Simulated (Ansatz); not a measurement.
# C5H10CuN3: up Jacob's ladder to CCSD(T)

An exercise on one series of results from a longer session: the logs are not shown, and one member is left open.

Method: functionals in def2-TZVPP, the program's frozen cores in correlated methods; program: Ansatz 0.2.0, Gaussian basis.

Levels to be run: LDA (SPW92), PBE-D4, revPBE-D4, BLYP-D4, r2SCAN-D4, B97M-V, PBE0-D4, B3LYP-D4, r2SCANh-D4, r2SCAN0-D4, HSE06-D4, BHLYP-D4, CAM-B3LYP-D4, LC-ωPBE, ωB97X-V, ωB97M-V, B2PLYP, PBE-QIDH; CCSD(T)/def2-SVP; CCSD(T)/def2-TZVPP; MP2/def2-QZVPP; extrapolation to the limit; RPA on PBE.

## The relaxed structure

All runs share one geometry, relaxed beforehand with PBE0-D4 in a triple-zeta def2 set.

SMILES `Cn1ccn(C)[c+]1[Cu-][NH2]`, 19 atoms, charge 0, spin multiplicity 1.

Atoms are counted from 1 here; the program's logs count them from 0.

Bond lengths: C1–N2 1.444 Å, C1–H10 1.091 Å, C1–H11 1.091 Å, C1–H12 1.089 Å, N2–C3 1.373 Å, N2–C7 1.353 Å, C3–C4 1.351 Å, C3–H13 1.077 Å, C4–N5 1.374 Å, C4–H14 1.077 Å, N5–C6 1.444 Å, N5–C7 1.352 Å, C6–H15 1.089 Å, C6–H16 1.091 Å, C6–H17 1.091 Å, C7–Cu8 1.889 Å, Cu8–N9 1.828 Å, N9–H18 1.014 Å and more. Angles: N2–C1–H10 110.4°, N2–C1–H11 110.4°, N2–C1–H12 107.9°, H10–C1–H11 109.4°, H10–C1–H12 109.3°, H11–C1–H12 109.3°, C1–N2–C3 124.7°, C1–N2–C7 123.7°, C3–N2–C7 111.6°, N2–C3–C4 106.5°, N2–C3–H13 122.8°, C4–C3–H13 130.7°, C3–C4–N5 106.5°, C3–C4–H14 130.7°, N5–C4–H14 122.8°, C4–N5–C6 124.7°, C4–N5–C7 111.6°, C6–N5–C7 123.7° and more.

Coordinates:

```
C     2.0355   -1.1423   -0.8003
N     0.8881   -0.2822   -0.9728
C     0.5575    0.3541   -2.1441
C    -0.5703    1.0542   -1.8946
N    -0.8900    0.8217   -0.5792
C    -2.0333    1.3838    0.1001
C     0.0023   -0.0054    0.0114
Cu    0.0289   -0.6406    1.7907
N     0.2000   -1.3415    3.4702
H     2.9574   -0.5906   -0.9921
H     1.9768   -1.9962   -1.4775
H     2.0351   -1.4977    0.2295
H     1.1407    0.2591   -3.0444
H    -1.1603    1.6876   -2.5351
H    -2.0204    1.0191    1.1266
H    -2.9586    1.0685   -0.3853
H    -1.9783    2.4738    0.1017
H    -0.5488   -1.9525    3.7759
H     0.3377   -0.6729    4.2195
```

Set-up of the first run:

Contents of in.yaml:

```yaml
crystal:
  periodic: [false, false, false]
  atoms:
    - {symbol: C, position_ang: [2.035485, -1.142319, -0.800276]}
    - {symbol: N, position_ang: [0.888087, -0.282221, -0.972837]}
    - {symbol: C, position_ang: [0.557472, 0.354058, -2.144144]}
    - {symbol: C, position_ang: [-0.570285, 1.054209, -1.894626]}
    - {symbol: N, position_ang: [-0.890044, 0.821702, -0.579185]}
    - {symbol: C, position_ang: [-2.033259, 1.383770, 0.100099]}
    - {symbol: C, position_ang: [0.002259, -0.005377, 0.011423]}
    - {symbol: Cu, position_ang: [0.028887, -0.640576, 1.790726]}
    - {symbol: N, position_ang: [0.200023, -1.341528, 3.470169]}
    - {symbol: H, position_ang: [2.957396, -0.590578, -0.992079]}
    - {symbol: H, position_ang: [1.976777, -1.996197, -1.477459]}
    - {symbol: H, position_ang: [2.035133, -1.497671, 0.229491]}
    - {symbol: H, position_ang: [1.140721, 0.259091, -3.044399]}
    - {symbol: H, position_ang: [-1.160303, 1.687642, -2.535146]}
    - {symbol: H, position_ang: [-2.020412, 1.019051, 1.126559]}
    - {symbol: H, position_ang: [-2.958592, 1.068504, -0.385348]}
    - {symbol: H, position_ang: [-1.978276, 2.473842, 0.101684]}
    - {symbol: H, position_ang: [-0.548763, -1.952471, 3.775871]}
    - {symbol: H, position_ang: [0.337725, -0.672949, 4.219479]}
basis:
  gaussian: {orbitals: def2-TZVPP}
hamiltonian: {xc: lda}
output: {orbitals: {seedname: orbitals}}
```

Launch:

```bash
$ ansatz run in.yaml --threads 4 --pin off --events-out ev --progress --plain --max-ram 46080MiB --backend cuda --devices 0, --max-vram 37GiB
```

Steps of the session up to this table: LDA; PBE-D4 (GGA); revPBE-D4 (GGA); BLYP-D4 (GGA); r2SCAN-D4 (meta-GGA); B97M-V (meta-GGA); PBE0-D4 (hybrid); B3LYP-D4 (hybrid); r2SCANh-D4 (hybrid); r2SCAN0-D4 (hybrid); HSE06-D4 (hybrid); BHLYP-D4 (hybrid); CAM-B3LYP-D4 (range-separated); LC-ωPBE (range-separated); ωB97X-V (range-separated); ωB97M-V (range-separated); B2PLYP (double hybrid); PBE-QIDH (double hybrid).

One table of the session follows, with a row left open; its other results are not shown here.

It belongs to the step «Orbital energies across the functionals». 

| functional | HOMO (eV) | gap (eV) |
| --- | --- | --- |
| LDA (SPW92) | -3.60 | 2.35 |
| PBE-D4 | -3.38 | 2.35 |
| revPBE-D4 | -3.28 | 2.35 |
| BLYP-D4 | -3.24 | 2.33 |
| r2SCAN-D4 | -3.54 | 2.68 |
| B97M-V | -3.56 | 2.69 |
| PBE0-D4 | -4.55 | 4.44 |
| B3LYP-D4 | -4.34 | 4.00 |
| r2SCANh-D4 | -4.00 | 3.48 |
| r2SCAN0-D4 | -4.70 | 4.68 |
| HSE06-D4 | ? | ? |
| BHLYP-D4 | -5.67 | 6.57 |
| CAM-B3LYP-D4 | -5.94 | 6.90 |
| LC-ωPBE | -7.29 | 9.38 |
| ωB97X-V | -6.94 | 8.94 |
| ωB97M-V | -6.90 | 8.74 |

**Question.** Estimate the row for HSE06-D4.

The run gave: HOMO (eV): -4.14; gap (eV): 3.66. In the column «HOMO (eV)» it lies between B3LYP-D4 (-4.34) and r2SCANh-D4 (-4.00).
